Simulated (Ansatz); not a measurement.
**C2H4BClS: up Jacob's ladder to CCSD(T)**

How much do the methods differ for C2H4BClS? The plan is to run it at one geometry with functionals of several rungs and with coupled cluster, and see how far each lands from CCSD(T) at the basis-set limit for the atomisation energy.

The runs use Ansatz 0.2.0, Gaussian basis; functionals in def2-TZVPP, the program's frozen cores in correlated methods.

Levels to be run: PBE-D4, r2SCAN-D4, PBE0-D4, B3LYP-D4, ωB97X-V, ωB97M-V, B2PLYP; CCSD(T)/def2-TZVPP; MP2/def2-QZVPP; extrapolation to the limit.

## 1. The relaxed structure

An earlier PBE0-D4 in a triple-zeta def2 set relaxation fixed the geometry.

SMILES `C=CB(S)Cl`, 9 atoms, charge 0, spin multiplicity 1.

Atoms are counted from 1 here; the program's logs count them from 0.

Bond lengths: C1–C2 1.334 Å, C1–H6 1.086 Å, C1–H7 1.085 Å, C2–B3 1.541 Å, C2–H8 1.089 Å, B3–S4 1.792 Å, B3–Cl5 1.762 Å, S4–H9 1.343 Å. Angles: C2–C1–H6 121.1°, C2–C1–H7 122.1°, H6–C1–H7 116.7°, C1–C2–B3 123.6°, C1–C2–H8 118.0°, B3–C2–H8 118.3°, C2–B3–S4 118.0°, C2–B3–Cl5 121.4°, S4–B3–Cl5 120.6°, B3–S4–H9 97.8°.

## 2. PBE-D4 (GGA)

Contents of in.yaml:

```yaml
crystal:
  periodic: [false, false, false]
  atoms:
    - {symbol: C, position_ang: [0.477947, 0.801085, 1.441813]}
    - {symbol: C, position_ang: [0.414186, -0.245793, 0.618137]}
    - {symbol: B, position_ang: [-0.300727, -0.215664, -0.747039]}
    - {symbol: S, position_ang: [-0.301962, -1.713737, -1.731013]}
    - {symbol: Cl, position_ang: [-1.097274, 1.242401, -1.333415]}
    - {symbol: H, position_ang: [0.017258, 1.748991, 1.181436]}
    - {symbol: H, position_ang: [0.987461, 0.752323, 2.398959]}
    - {symbol: H, position_ang: [0.893475, -1.172385, 0.929901]}
    - {symbol: H, position_ang: [-1.001762, -1.243620, -2.775981]}
basis:
  gaussian: {orbitals: def2-TZVPP}
hamiltonian: {xc: pbe, dispersion: d4}
output: {forces: true, orbitals: {seedname: orbitals}}
```

Launch:

```bash
ansatz run in.yaml --threads 4 --pin off --events-out ev --progress --plain --max-ram 10444MiB
```

Standard output, cut to the lines that bear on the results:

```text
Functional definition: PBE
  name "PBE"
  cite "Perdew, Burke & Ernzerhof, Phys. Rev. Lett. 77, 3865 (1996) doi:10.1103/PhysRevLett.77.3865"
  parent pbe
[...]
1343 factors; their error is unknown
[...]
mean field -26163.04641481 eV, -961.4742217946 hartree, gradient 2.6e-5 eV, S^2 0.000000; 0 other end points of the search recorded, 0 dependent functions left out
[...]
reference -26163.04645416 eV, -961.4742232405 hartree; 27, 27 occupied and 206, 206 virtual orbitals, 1343 factors
Total energy: -26163.28180141 eV, -961.4828720925 hartree
Atom 0 at     0.477947     0.801085     1.441813 Å, force     0.044364     0.273298     0.268538 eV/Å
Atom 1 at     0.414186    -0.245793     0.618137 Å, force    -0.084018    -0.271182    -0.343470 eV/Å
Atom 2 at    -0.300727    -0.215664    -0.747039 Å, force     0.023092    -0.002057     0.043215 eV/Å
Atom 3 at    -0.301962    -1.713737    -1.731013 Å, force     0.152053    -0.304741     0.093609 eV/Å
Atom 4 at    -1.097274     1.242401    -1.333415 Å, force    -0.111027     0.203189    -0.080314 eV/Å
Atom 5 at     0.017258     1.748991     1.181436 Å, force    -0.095178     0.206432    -0.048166 eV/Å
Atom 6 at     0.987461     0.752323     2.398959 Å, force     0.105562     0.004011     0.207233 eV/Å
Atom 7 at     0.893475    -1.172385     0.929901 Å, force     0.104354    -0.204847     0.066603 eV/Å
Atom 8 at    -1.001762    -1.243620    -2.775981 Å, force    -0.139203     0.095898    -0.207248 eV/Å
Dipole moment:     0.056345    -0.025553     0.093688 e Å
```

It took 2.4 s on 4 threads of Arm Neoverse V1, shared host; peak memory 0.3 GiB.

Atomisation energy: 3637.9 kJ/mol (free atoms -26125.578 eV, run apart). HOMO -6.77 eV, LUMO -2.73 eV.

## 3. r2SCAN-D4 (meta-GGA)

Edit in.yaml of step 2 so:

```diff
@@ -14,3 +14,3 @@
   gaussian: {orbitals: def2-TZVPP}
-hamiltonian: {xc: pbe, dispersion: d4}
+hamiltonian: {xc: r2scan, dispersion: d4}
 output: {forces: true, orbitals: {seedname: orbitals}}
```

The command is unchanged.

Standard output, cut to the lines that bear on the results:

```text
Functional definition: r2SCAN
  name "r2SCAN"
  cite "Furness, Kaplan, Ning, Perdew & Sun, J. Phys. Chem. Lett. 11, 8208 (2020) doi:10.1021/acs.jpclett.0c02405"
  cite "Furness, Kaplan, Ning, Perdew & Sun, J. Phys. Chem. Lett. 11, 9248 (2020) doi:10.1021/acs.jpclett.0c03077"
  parent r2scan
[...]
1343 factors; their error is unknown
[...]
mean field -26173.55805932 eV, -961.8605176051 hartree, gradient 1.6e-5 eV, S^2 0.000000; 0 other end points of the search recorded, 0 dependent functions left out
[...]
reference -26173.55807038 eV, -961.8605180118 hartree; 27, 27 occupied and 206, 206 virtual orbitals, 1343 factors
Total energy: -26173.61461156 eV, -961.8625958615 hartree
Atom 0 at     0.477947     0.801085     1.441813 Å, force     0.027626     0.170479     0.167464 eV/Å
Atom 1 at     0.414186    -0.245793     0.618137 Å, force    -0.027982    -0.141650    -0.148108 eV/Å
Atom 2 at    -0.300727    -0.215664    -0.747039 Å, force     0.045595    -0.007630     0.083533 eV/Å
Atom 3 at    -0.301962    -1.713737    -1.731013 Å, force     0.014047    -0.120360    -0.052479 eV/Å
Atom 4 at    -1.097274     1.242401    -1.333415 Å, force    -0.059019     0.112798    -0.038789 eV/Å
Atom 5 at     0.017258     1.748991     1.181436 Å, force     0.007992    -0.013984     0.004626 eV/Å
Atom 6 at     0.987461     0.752323     2.398959 Å, force    -0.005896     0.004862    -0.008635 eV/Å
Atom 7 at     0.893475    -1.172385     0.929901 Å, force     0.003713    -0.006457     0.003858 eV/Å
Atom 8 at    -1.001762    -1.243620    -2.775981 Å, force    -0.006077     0.001943    -0.011471 eV/Å
Dipole moment:     0.061741    -0.014666     0.111373 e Å
```

It took 4.5 s on 4 threads of Arm Neoverse V1, shared host; peak memory 0.33 GiB.

Atomisation energy: 3569.8 kJ/mol (free atoms -26136.616 eV, run apart). HOMO -7.02 eV, LUMO -2.57 eV.

## 4. PBE0-D4 (hybrid)

Edit in.yaml of step 3 so:

```diff
@@ -14,3 +14,3 @@
   gaussian: {orbitals: def2-TZVPP}
-hamiltonian: {xc: r2scan, dispersion: d4}
-output: {forces: true, orbitals: {seedname: orbitals}}
+hamiltonian: {xc: pbe0, dispersion: d4}
+output: {orbitals: {seedname: orbitals}}
```

Launched as before.

Standard output:

```text
Functional definition: PBE0
  name "PBE0"
  cite "Adamo & Barone, J. Chem. Phys. 110, 6158 (1999) doi:10.1063/1.478522"
  cite "Perdew, Burke & Ernzerhof, Phys. Rev. Lett. 77, 3865 (1996) doi:10.1103/PhysRevLett.77.3865"
  parent pbe
  parameter a = 0.25
  parameter kappa = 0.804
  parameter beta = 0.06672455060314922
  exchange = (1 - a)*pbe_x(kappa = kappa, mu = beta*pi^2/3) + a*exact_x
  correlation = pbe_c(beta = beta)
1405 factors; their error is unknown
mean field evaluation 1: about -26159.0037 eV, gradient 5.0e1 eV
mean field evaluation 2: about -26155.2494 eV, gradient 6.1e1 eV
mean field evaluation 4: about -26165.3009 eV, gradient 3.2e0 eV
mean field evaluation 8: about -26165.3208 eV, gradient 1.0e-1 eV
mean field evaluation 16: about -26165.3621 eV, gradient 3.4e-4 eV
mean field -26165.36212251 eV, -961.5593224828 hartree, gradient 4.9e-5 eV, S^2 0.000000; 0 other end points of the search recorded, 0 dependent functions left out
reference -26165.36215139 eV, -961.5593235441 hartree; 27, 27 occupied and 206, 206 virtual orbitals, 1405 factors
Total energy: -26165.56160830 eV, -961.5666534504 hartree
```

Wall time 2.8 s (4 threads of Arm Neoverse V1, shared host); peak memory 0.58 GiB.

With the free atoms at this level, -26128.491 eV in sum, the atomisation energy is 3576.7 kJ/mol. HOMO -7.89 eV, LUMO -1.86 eV.

## 5. B3LYP-D4 (hybrid)

B3LYP here takes the VWN-RPA correlation.

Edit in.yaml of step 4 so:

```diff
@@ -14,3 +14,3 @@
   gaussian: {orbitals: def2-TZVPP}
-hamiltonian: {xc: pbe0, dispersion: d4}
-output: {orbitals: {seedname: orbitals}}
+hamiltonian: {xc: {name: B3LYP}, dispersion: d4}
+output: {forces: true, orbitals: {seedname: orbitals}}
```

Launched as before.

Standard output, cut to the lines that bear on the results:

```text
Functional definition: B3LYP
  name "B3LYP"
  cite "Stephens, Devlin, Chabalowski & Frisch, J. Phys. Chem. 98, 11623 (1994) doi:10.1021/j100096a001"
  cite "Becke, Phys. Rev. A 38, 3098 (1988) doi:10.1103/PhysRevA.38.3098"
  cite "Lee, Yang & Parr, Phys. Rev. B 37, 785 (1988) doi:10.1103/PhysRevB.37.785"
  cite "Vosko, Wilk & Nusair, Can. J. Phys. 58, 1200 (1980) doi:10.1139/p80-159"
[...]
1374 factors; their error is unknown
[...]
mean field -26177.95761708 eV, -962.0221983707 hartree, gradient 1.5e-5 eV, S^2 0.000000; 0 other end points of the search recorded, 0 dependent functions left out
[...]
reference -26177.95788120 eV, -962.0222080769 hartree; 27, 27 occupied and 206, 206 virtual orbitals, 1374 factors
Total energy: -26178.34101679 eV, -962.0362880502 hartree
Atom 0 at     0.477947     0.801085     1.441813 Å, force     0.022676     0.125674     0.128164 eV/Å
Atom 1 at     0.414186    -0.245793     0.618137 Å, force     0.013503    -0.103927    -0.042172 eV/Å
Atom 2 at    -0.300727    -0.215664    -0.747039 Å, force     0.095346    -0.073455     0.136670 eV/Å
Atom 3 at    -0.301962    -1.713737    -1.731013 Å, force    -0.015555    -0.106384    -0.100479 eV/Å
Atom 4 at    -1.097274     1.242401    -1.333415 Å, force    -0.105559     0.189095    -0.079085 eV/Å
Atom 5 at     0.017258     1.748991     1.181436 Å, force     0.048211    -0.071167     0.044420 eV/Å
Atom 6 at     0.987461     0.752323     2.398959 Å, force    -0.038360     0.015219    -0.064858 eV/Å
Atom 7 at     0.893475    -1.172385     0.929901 Å, force    -0.029315     0.061108    -0.015402 eV/Å
Atom 8 at    -1.001762    -1.243620    -2.775981 Å, force     0.009053    -0.036162    -0.007258 eV/Å
Dipole moment:     0.063427    -0.016690     0.113274 e Å
```

Wall time 4.3 s (4 threads of Arm Neoverse V1, shared host); peak memory 0.65 GiB.

With the free atoms at this level, -26141.731 eV in sum, the atomisation energy is 3532.3 kJ/mol. HOMO -7.63 eV, LUMO -2.02 eV.

## 6. ωB97X-V (range-separated)

Edit in.yaml of step 5 so:

```diff
@@ -14,3 +14,3 @@
   gaussian: {orbitals: def2-TZVPP}
-hamiltonian: {xc: {name: B3LYP}, dispersion: d4}
-output: {forces: true, orbitals: {seedname: orbitals}}
+hamiltonian: {xc: {name: wB97X-V}}
+output: {orbitals: {seedname: orbitals}}
```

The command is unchanged.

Standard output, cut to the lines that bear on the results:

```text
Functional definition: wB97X-V
  name "wB97X-V"
  cite "Mardirossian & Head-Gordon, Phys. Chem. Chem. Phys. 16, 9904 (2014) doi:10.1039/C3CP54374A"
  cite "Becke, J. Chem. Phys. 107, 8554 (1997) doi:10.1063/1.475007"
  cite "Vydrov & Van Voorhis, J. Chem. Phys. 133, 244103 (2010) doi:10.1063/1.3521275"
[...]
      + integral(e_c_pw_opposite_spin*poly(b97_u_opposite, cos0, cos1)) + vv10(b, c)
1366 factors; their error is unknown
292 factors; integrals over basis functions are off by at most 1.4e-5 eV
[...]
mean field -26172.56580146 eV, -961.8240528015 hartree, gradient 4.7e-5 eV, S^2 0.000000; 0 other end points of the search recorded, 0 dependent functions left out
reference -26172.56579956 eV, -961.8240527316 hartree; 27, 27 occupied and 206, 206 virtual orbitals, 1366 factors
Total energy: -26172.56579956 eV, -961.8240527316 hartree
```

Wall time 7 s (4 threads of Arm Neoverse V1, shared host); peak memory 0.7 GiB.

With the free atoms at this level, -26135.899 eV in sum, the atomisation energy is 3537.8 kJ/mol. HOMO -10.16 eV, LUMO 0.30 eV.

## 7. ωB97M-V (range-separated)

Edit in.yaml of step 6 so:

```diff
@@ -14,3 +14,3 @@
   gaussian: {orbitals: def2-TZVPP}
-hamiltonian: {xc: {name: wB97X-V}}
-output: {orbitals: {seedname: orbitals}}
+hamiltonian: {xc: {name: wB97M-V}}
+output: {forces: true, orbitals: {seedname: orbitals}}
```

Launched as before.

Standard output, cut to the lines that bear on the results:

```text
Functional definition: wB97M-V
  name "wB97M-V"
  cite "Mardirossian & Head-Gordon, J. Chem. Phys. 144, 214110 (2016) doi:10.1063/1.4952647"
  cite "Becke, J. Chem. Phys. 107, 8554 (1997) doi:10.1063/1.475007"
  cite "Vydrov & Van Voorhis, J. Chem. Phys. 133, 244103 (2010) doi:10.1063/1.3521275"
  # Of w^i u^j: cxij and so on, Table III.
[...]
  gx(w, u) = 1 - cx + cx01*u + cx10*w
  gss(w, u) = css00 + css04*u^4 + css10*w + css20*w^2 + css43*w^4*u^3
  gos(w, u) = cos00 + cos10*w + (cos20 + cos21*u)*w^2 + (cos60 + cos61*u)*w^6
[...]
      + integral(e_c_pw_mod_opposite_spin*gos(b97_w_opposite, b97_u_opposite)) + vv10(b, c)
1366 factors; their error is unknown
292 factors; integrals over basis functions are off by at most 1.4e-5 eV
[...]
Total energy: -26174.33148436 eV, -961.8889404512 hartree
Atom 0 at     0.477947     0.801085     1.441813 Å, force    -0.009986     0.000017    -0.018901 eV/Å
Atom 1 at     0.414186    -0.245793     0.618137 Å, force     0.095195     0.003194     0.187261 eV/Å
Atom 2 at    -0.300727    -0.215664    -0.747039 Å, force    -0.000709    -0.051778    -0.034301 eV/Å
Atom 3 at    -0.301962    -1.713737    -1.731013 Å, force    -0.053770    -0.006253    -0.108621 eV/Å
Atom 4 at    -1.097274     1.242401    -1.333415 Å, force    -0.047810     0.089926    -0.032252 eV/Å
Atom 5 at     0.017258     1.748991     1.181436 Å, force     0.036807    -0.077986     0.017687 eV/Å
Atom 6 at     0.987461     0.752323     2.398959 Å, force    -0.040854    -0.004605    -0.083007 eV/Å
Atom 7 at     0.893475    -1.172385     0.929901 Å, force    -0.031876     0.073840    -0.011929 eV/Å
Atom 8 at    -1.001762    -1.243620    -2.775981 Å, force     0.053004    -0.026355     0.084064 eV/Å
Dipole moment:     0.062021    -0.005344     0.118029 e Å
```

Wall time 10 s (4 threads of Arm Neoverse V1, shared host); peak memory 0.82 GiB.

Atomisation energy: 3555.5 kJ/mol (free atoms -26137.482 eV, run apart). HOMO -10.01 eV, LUMO 0.20 eV.

## 8. B2PLYP (double hybrid)

Edit in.yaml of step 7 so:

```diff
@@ -14,3 +14,2 @@
   gaussian: {orbitals: def2-TZVPP}
-hamiltonian: {xc: {name: wB97M-V}}
-output: {forces: true, orbitals: {seedname: orbitals}}
+hamiltonian: {xc: {name: B2PLYP}}
```

The command is unchanged.

Standard output, cut to the lines that bear on the results:

```text
Functional definition: B2PLYP
  name "B2PLYP"
  cite "Grimme, J. Chem. Phys. 124, 034108 (2006) doi:10.1063/1.2148954"
  cite "Becke, Phys. Rev. A 38, 3098 (1988) doi:10.1103/PhysRevA.38.3098"
  cite "Lee, Yang & Parr, Phys. Rev. B 37, 785 (1988) doi:10.1103/PhysRevB.37.785"
[...]
1375 factors; integrals over basis functions are off by at most 6.8e-4 eV
[...]
mean field -26160.18229477 eV, -961.3689673244 hartree, gradient 5.5e-6 eV, S^2 0.000000; 0 other end points of the search recorded, 0 dependent functions left out
13 core orbitals not correlated: weight in the atoms' cores, before any rotation towards them, 1.000 or more for the frozen orbitals, at most 0.000 for the correlated occupied ones
reference -26160.18246094 eV, -961.3689734310 hartree; 14, 14 occupied and 206, 206 virtual orbitals, 1375 factors
second order -26.14620099 eV of doubles, -0.00000000 eV of singles
Total energy: -26167.24193521 eV, -961.6284043252 hartree
```

Run time: 4.7 s. Hardware: 4 threads of Arm Neoverse V1, shared host; peak memory 0.56 GiB.

With the free atoms at this level, -26130.996 eV in sum, the atomisation energy is 3497.2 kJ/mol.

## 9. Orbital energies across the functionals

Dipoles come from the runs that computed forces. Levels, from each run's orbital file:

```
functional  HOMO (eV)  LUMO (eV)  gap (eV)  dipole (D)
    PBE-D4      -6.77      -2.73      4.03        0.54
 r2SCAN-D4      -7.02      -2.57      4.45        0.62
   PBE0-D4      -7.89      -1.86      6.03            
  B3LYP-D4      -7.63      -2.02      5.61        0.63
   ωB97X-V     -10.16       0.30     10.46            
   ωB97M-V     -10.01       0.20     10.21        0.64
```

## 10. CCSD(T) in def2-TZVPP

Edit in.yaml of step 8 so:

```diff
@@ -14,2 +14,2 @@
   gaussian: {orbitals: def2-TZVPP}
-hamiltonian: {xc: {name: B2PLYP}}
+correlation: {method: ccsd_t}
```

The command is unchanged.

Standard output, cut to the lines that bear on the results:

```text
Functional definition: HF
  name "HF"
  cite "Fock, Z. Phys. 61, 126 (1930) doi:10.1007/BF01340294"
  parent pbe
[...]
1375 factors; integrals over basis functions are off by at most 6.8e-4 eV
[...]
mean field -26120.30699286 eV, -959.9035770076 hartree, gradient 2.5e-6 eV, S^2 0.000000; 0 other end points of the search recorded, 0 dependent functions left out
13 core orbitals not correlated: weight in the atoms' cores, before any rotation towards them, 1.000 or more for the frozen orbitals, at most 0.000 for the correlated occupied ones
reference -26120.30699286 eV, -959.9035770076 hartree; 14, 14 occupied and 206, 206 virtual orbitals, 1375 factors
second order -21.30750763 eV of doubles, -0.00000000 eV of singles
cycle   1  -22.08301615 eV  change   -7.8e-1 eV  update   1.0e-1
[...]
cycle  10  -22.72862092 eV  change    2.1e-5 eV  update   1.3e-5
perturbative correction -1.09149377 eV, -0.0401116561 hartree
Total energy: -26144.12710754 eV, -960.7789500763 hartree
```

It took 90 s on 4 threads of Arm Neoverse V1, shared host; peak memory 4 GiB.

## 11. MP2 in def2-QZVPP

Edit in.yaml of step 10 so:

```diff
@@ -13,3 +13,3 @@
 basis:
-  gaussian: {orbitals: def2-TZVPP}
-correlation: {method: ccsd_t}
+  gaussian: {orbitals: "def2-QZVPP.json"}
+correlation: {method: mp2}
```

Same command.

Standard output:

```text
Functional definition: HF
  name "HF"
  cite "Fock, Z. Phys. 61, 126 (1930) doi:10.1007/BF01340294"
  parent pbe
  exchange = exact_x
  correlation = 0
2572 factors; integrals over basis functions are off by at most 9.2e-4 eV
mean field evaluation 1: about -26117.9751 eV, gradient 3.1e1 eV
mean field evaluation 2: about -26118.1640 eV, gradient 3.1e1 eV
mean field evaluation 4: about -26121.0162 eV, gradient 3.4e0 eV
mean field evaluation 8: about -26121.0665 eV, gradient 2.7e-1 eV
mean field -26121.06694078 eV, -959.9315045785 hartree, gradient 2.6e-6 eV, S^2 0.000000; 0 other end points of the search recorded, 0 dependent functions left out
13 core orbitals not correlated: weight in the atoms' cores, before any rotation towards them, 1.000 or more for the frozen orbitals, at most 0.000 for the correlated occupied ones
reference -26121.06694078 eV, -959.9315045785 hartree; 14, 14 occupied and 404, 404 virtual orbitals, 2572 factors
second order -22.98969240 eV of doubles, -0.00000000 eV of singles
Total energy: -26144.05663318 eV, -960.7763601912 hartree
```

Run time: 22 s. Hardware: 4 threads of Arm Neoverse V1, shared host; peak memory 2.3 GiB.

The pieces so far (eV):

```
     basis           HF  MP2 correlation  CCSD correlation      (T)              total
def2-TZVPP  -26120.3070         -21.3075          -22.7286  -1.0915        -26144.1271
def2-QZVPP  -26121.0669         -22.9897                             -26144.0566 (MP2)
```

The report of the def2-TZVPP run gives T1 = 0.0128.

## 12. The basis-set limit

No new run: Hartree-Fock is extrapolated as exp(−7.88√X) and correlation as X^−2.97, with X = 3 and 4; only MP2 was run in the larger set, so CCSD(T) minus MP2 is added from the smaller one.

```
  level  energy at the limit (eV)
     HF               -26121.1716
    MP2               -26145.4074
   CCSD               -26146.8285
CCSD(T)               -26147.9200
```

## 13. All levels against the reference

Atomisation energy = energies of 2 C, 1 B, 1 S, 1 Cl, 4 H (separate runs, same level) minus the molecule's; electronic only, no spin-orbit term.

Differences are taken before rounding.

```
            method             rung  atomisation energy (kJ/mol)  from CCSD(T)/CBS (kJ/mol)     time
            PBE-D4              GGA                       3637.9                     +117.3    2.4 s
         r2SCAN-D4         meta-GGA                       3569.8                      +49.2    4.5 s
           PBE0-D4           hybrid                       3576.7                      +56.2    2.8 s
          B3LYP-D4           hybrid                       3532.3                      +11.7    4.3 s
           ωB97X-V  range-separated                       3537.8                      +17.2      7 s
           ωB97M-V  range-separated                       3555.5                      +34.9     10 s
            B2PLYP    double hybrid                       3497.2                      -23.4    4.7 s
     HF/def2-TZVPP     wavefunction                       2647.0                     -873.6         
    MP2/def2-TZVPP     wavefunction                       3519.6                       -1.0         
   CCSD/def2-TZVPP     wavefunction                       3371.5                     -149.1         
CCSD(T)/def2-TZVPP     wavefunction                       3435.1                      -85.5     90 s
           MP2/CBS     wavefunction                       3605.0                      +84.5         
       CCSD(T)/CBS     wavefunction                       3520.6                          0  1.9 min
```

Among the levels timed on like hardware and quicker than the yardstick, those that no quicker one beats, quickest first: PBE-D4 (2.4 s, +117.3 kJ/mol); PBE0-D4 (2.8 s, +56.2 kJ/mol); B3LYP-D4 (4.3 s, +11.7 kJ/mol).

B2PLYP carry no dispersion term (for B3LYP, D4 adds 37.0 kJ/mol).

Times are those of the molecule's run; HF, MP2 and CCSD come out of the CCSD(T) runs, and the limit's time is the sum of the runs that it needs.

## 14. Outcome

```
                               quantity                                 value
        atomisation energy, CCSD(T)/CBS                         3520.6 kJ/mol
 functionals within 17.6 kJ/mol (0.5 %)                     B3LYP-D4, ωB97X-V
                               farthest                PBE-D4 (+117.3 kJ/mol)
             mean size of error, hybrid                           34.0 kJ/mol
    mean size of error, range-separated                           26.1 kJ/mol
              gap, smallest and largest  4.03 eV (PBE-D4), 10.46 eV (ωB97X-V)
                          T1 diagnostic                                0.0128
triples share of the correlation energy                                 4.6 %
```

In words: PBE-D4 is off by +117.3 kJ/mol. Double hybrids carry the basis error of their MP2 part in triple zeta, and no dispersion term here, so their miss is partly the set-up's. Misses under about 17.6 kJ/mol are within the doubt on the reference itself, which lacks core-valence correlation, relativity and higher excitations. Hartree-Fock recovers 75 % of the binding; the rest is correlation. The gap grows from 4.0 to 10.5 eV across the functionals, mostly with the share of exact exchange.

For cost: B3LYP-D4 gets within 11.7 kJ/mol in 4.3 s, where CCSD(T)/CBS took 1.9 min; the quickest level in the cost chart, PBE-D4, takes 2.4 s and misses by 117.3 kJ/mol.
